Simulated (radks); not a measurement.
# Fractional charge and spin in the 5d shell of tungsten

One table from this session's results is given with a row withheld; the runs are named, their logs left out.

Method: scalar-relativistic Kohn-Sham, PBE, spin-polarised, spherical densities, point nucleus. Code: radks (a radial shooting solver on a logarithmic mesh, Libxc functionals) version 1.

## Starting point

* element: tungsten (Z = 74)
* configuration: [Xe] 4f14 5d(up 3, down 1)

A shell typed twice in an input gives spin up, then spin down.

Set-up of the first run:

The run's settings:

```text
Z 74
configuration [Xe] 4f14 5d3 5d1
relativity scalar-relativistic
functional pbe,pbe
spin polarised
nucleus point
c 137.035999084
```

Among the steps run: 5d: up 3, down 1.

One of the session's tables, all rows but one given; the rest of the session is left out.

It belongs to the step «5d: up 3, down 1». From the orbitals of this run (lengths in bohr):

| level | <r> | outermost maximum (interpolated) | 90 % within | nodes |
| --- | --- | --- | --- | --- |
| 5s up | 1.069 | 0.964 | 1.54 | 4 |
| 5s down | 1.065 | 0.961 | 1.53 | 4 |
| 5p up | ? | ? | ? | ? |
| 5p down | 1.244 | 1.09 | 1.82 | 3 |
| 4f up | 0.6089 | 0.429 | 1.01 | 0 |
| 4f down | 0.6064 | 0.429 | 1.00 | 0 |
| 5d up | 1.869 | 1.48 | 2.89 | 2 |
| 5d down | 1.887 | 1.47 | 2.94 | 2 |

Estimate the missing values for 5p up.

The run gave: <r>: 1.250; outermost maximum (interpolated): 1.09; 90 % within: 1.83; nodes: 3. In the column «<r>» it lies between 5p down (1.244) and 5d up (1.869).
